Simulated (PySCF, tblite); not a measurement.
**C₇H₁₀FGaO: geometry, infrared bands and NMR shifts**

What infrared bands and NMR shifts should C₇H₁₀FGaO (`[F][Ga]1[CH]=C(C2CCC2)C[O]1`) show?

The runs use tblite 0.8.0 and PySCF 2.14.0, with density-fitted response routines of our own; the level of theory stands in each step. All values are computed, except where a source is named. Atoms count from 0, in the outputs and in this text.

## (1) The starting structure

20 atoms, charge 0, multiplicity 1; geometry from: force field or distance geometry start.

Bonds of the start (Å): F0–Ga1 1.99, Ga1–C2 2.18, C2–C3 1.32, C3–C4 1.51, C4–C5 1.55, C5–C6 1.51, C6–C7 1.54, C3–C8 1.45, C8–O9 1.38, O9–Ga1 2.08, C7–C4 1.48, C2–H10 1.08, C4–H11 1.11, C5–H12 1.08, C5–H13 1.12, C6–H14 1.11, C6–H15 1.10, C7–H16 1.14, C7–H17 1.08, C8–H18 1.13, C8–H19 1.11.

## (2) Optimising the geometry with GFN2-xTB

What the job is given:

```
{"job": {"kind": "relax", "xc": "GFN2-xTB", "basis": "xTB"}, "charge": 0, "multiplicity": 1}
F      4.559500     1.442700     0.978800
Ga     3.260900    -0.025200     0.656600
C      1.112600     0.117400     0.985400
C      0.620200    -0.538700    -0.050600
C     -0.874700    -0.703500    -0.231100
C     -1.387200     0.387400    -1.201400
C     -1.844000     1.232500    -0.037200
C     -1.721400    -0.054500     0.800200
C      1.593900    -1.152400    -0.940600
O      2.514200    -0.181800    -1.277400
H      0.631700     0.634300     1.804400
H     -1.155100    -1.724800    -0.568800
H     -2.127600     0.069400    -1.917900
H     -0.484600     0.875100    -1.660700
H     -1.058000     1.932400     0.306600
H     -2.871600     1.633600    -0.070200
H     -2.767300    -0.495800     0.809800
H     -1.317800     0.143900     1.780800
H      2.194000    -1.969700    -0.452800
H      1.117200    -1.611800    -1.825600
```

On the command line:

```console
> OMP_NUM_THREADS=1 python probes_run.py task.json out
```

One launch serves the whole session: the jobs run in the order shown.

**Question.** This job is followed by: GFN2-xTB harmonic vibrations, gas phase; GIAO PBE0/pcSseg-1 NMR shielding, non-relativistic, gas phase. Predict these results of the whole session: strongest single infrared mode (GFN2-xTB); zero-point energy (GFN2-xTB); ¹³C shifts against TMS (PBE0/pcSseg-1, means over atoms taken as alike); ¹H shifts against TMS (PBE0/pcSseg-1, means over atoms taken as alike); ¹⁹F shifts against CFCl3 (PBE0/pcSseg-1); ¹⁷O shifts against H2O (PBE0/pcSseg-1); shieldings of Ga (PBE0/pcSseg-1); surface potential, 1st and 99th percentile.

**Answer**, as computed:

| quantity | value |
| --- | --- |
| strongest single infrared mode (GFN2-xTB) | 464 cm⁻¹, 119 km/mol |
| zero-point energy (GFN2-xTB) | 96.1 kcal/mol |
| ¹³C shifts against TMS (PBE0/pcSseg-1, means over atoms taken as alike) | 193.3, 113.8, 74.1, 37.5, 32.2, 16.1 ppm |
| ¹H shifts against TMS (PBE0/pcSseg-1, means over atoms taken as alike) | 6.59, 4.45, 2.66, 2.51, 2.12, 2.09, 2.05 ppm |
| ¹⁹F shifts against CFCl3 (PBE0/pcSseg-1) | -168.0 ppm |
| ¹⁷O shifts against H2O (PBE0/pcSseg-1) | 110.6 ppm |
| shieldings of Ga (PBE0/pcSseg-1) | Ga1 1500.4 ppm |
| surface potential, 1st and 99th percentile | -1.59 V and 2.30 V |

**Reading.** Over 147 steps the energy fell by 2.109 eV; of the close pairs, Ga1–O9 changed most, 2.079 to 1.819 Å. All 54 modes are real, so the xTB geometry is a minimum. The strongest single mode, at 464 cm⁻¹, moves mainly F0. Unscaled tight-binding wavenumbers are off by several per cent, some by more. Its intensities can rank the bands wrongly. H10 (hydrogen on an alkene CH) lies farthest downfield among hydrogen, at 6.59 ppm; a vinylic proton, deshielded by the sp2 carbon and the C=C anisotropy. At PBE0/pcSseg-1: The largest span, 424 ppm, is at Ga1, where the paramagnetic term is -1141 ppm. At PBE0/pcSseg-1, counted by nearest atom on the grid, the HOMO lies on C2 39 %; C3 20 %, the LUMO on Ga1 35 %; C3 23 %. Spin-orbit coupling is left out, which matters for shieldings and couplings at and beside the heavy atoms.
